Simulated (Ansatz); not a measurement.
**ScIn: how the settings move a single-point run**

How sensitive is a single-point run of ScIn to its settings? A reference run comes first, then one run with altered input.

Method: reference: DFT, r2SCAN, PAW with Ansatz's default frozen-core files, scalar-relativistic, in Ansatz 0.2.0.

## (1) The system as given

The structure is tetragonal, space group P4/mmm (No. 123). Conventional cell: a = 2.966 Å, b = 2.966 Å, c = 4.066 Å, α = 90.00°, β = 90.00°, γ = 90.00°. Sc (site symmetry 4/mmm) has 8 In at 2.92 Å and 4 Sc at 2.97 Å as nearest neighbours. In (site symmetry 4/mmm) has 8 Sc at 2.92 Å and 4 In at 2.97 Å as nearest neighbours.

Structure file:

```cif
data_structure
_symmetry_space_group_name_H-M 'P4/mmm'
_symmetry_Int_Tables_number 123
_cell_length_a 2.9659
_cell_length_b 2.9659
_cell_length_c 4.0658
_cell_angle_alpha 90.000
_cell_angle_beta 90.000
_cell_angle_gamma 90.000
_cell_volume 35.77
loop_
_atom_site_label
_atom_site_type_symbol
_atom_site_symmetry_multiplicity
_atom_site_Wyckoff_symbol
_atom_site_fract_x
_atom_site_fract_y
_atom_site_fract_z
_atom_site_occupancy
Sc1 Sc 1 a 0.00000 0.00000 0.00000 1
In1 In 1 d 0.50000 0.50000 0.50000 1
```

## (2) Baseline

input.yaml reads:

```yaml
crystal:
  lattice:
    - [2.965922889, 0.0, 0.0]
    - [0.0, 2.965922889, 0.0]
    - [0.0, 0.0, 4.0657861297]
  atoms:
    - { symbol: Sc, position: [0.0, 0.0, 0.0], spin: 1.0 }
    - { symbol: In, position: [0.5, 0.5, 0.5] }
magnetization:
  spin_polarized: true
kpoints:
  mp_grid: { grid: [10, 10, 8] }
scf:
  occupations: { method: fermi_dirac, width: 0.05 }
  lower_state_search: "off"
hamiltonian:
  xc: r2scan
  pseudopotentials: { kind: paw }
output:
  forces: true
  stress: true
  eigenvalues: true
  populations: true
  write_density: true
  write_potential: true
  elf: true
  volumetric_format: npy
```

The run is started by

```
$ ansatz run input.yaml --threads 1 --pin off --max-ram 3072MiB --backend cpu --events-out ev --progress --plain --runs-dir out
```

## (3) Again, with preconditioner local_kerker

Edit input.yaml of step 2 so:

```diff
@@ -15,2 +15,3 @@
   lower_state_search: "off"
+  mixing: { preconditioner: local_kerker }
 hamiltonian:
@@ -23,5 +24 @@
   populations: true
-  write_density: true
-  write_potential: true
-  elf: true
-  volumetric_format: npy
```

What does the calculation give? Wanted: for each run, ending; energy change; pressure; abs. moment; force.

**Answer**, as computed:

| run | ending | energy change | pressure (GPa) | abs. moment (μB) | force (eV/Å) | cycles | time |
| --- | --- | --- | --- | --- | --- | --- | --- |
| reference | converged | 0 | 25.2 | 0.50 | 0.00 | 15 | 31 s |
| 1: preconditioner local_kerker | converged | 0.0 meV/atom | 25.2 | 0.50 | 0.00 | 16 | 29 s |

Times don't compare one to one where runs were asked for different outputs or read a saved state (see the inputs); cycles may leave out searches for a lower state.

Residual by cycle in the longest SCF loop of each run; runs are numbered as in the table. The quantity is the density residual dr2, in eV.

| cycle | reference | run 1 |
| --- | --- | --- |
| 1 | 0.508 | 0.508 |
| 2 | 0.273 | 0.243 |
| 4 | 0.00132 | 0.002 |
| 5 | 2.8e-4 | 9.9e-5 |
| 6 | 4.5e-5 | 1.4e-5 |
| 8 | 1.1e-4 | 1.3e-4 |
| 9 | 6.5e-5 | 1.3e-4 |
| 11 | 3.6e-6 | 5.0e-6 |
| 12 | 2.9e-7 | 1.8e-6 |
| 13 | 4.9e-8 | 1.6e-7 |
| 15 | 1.6e-9 | 6.2e-9 |
| 16 | - | 5.9e-10 |

The changed mixing doesn't alter the result here (within 0.5 meV/atom). The cell is not at rest: the sound run finds 25 GPa, so these are no properties of the crystal at its own volume. 
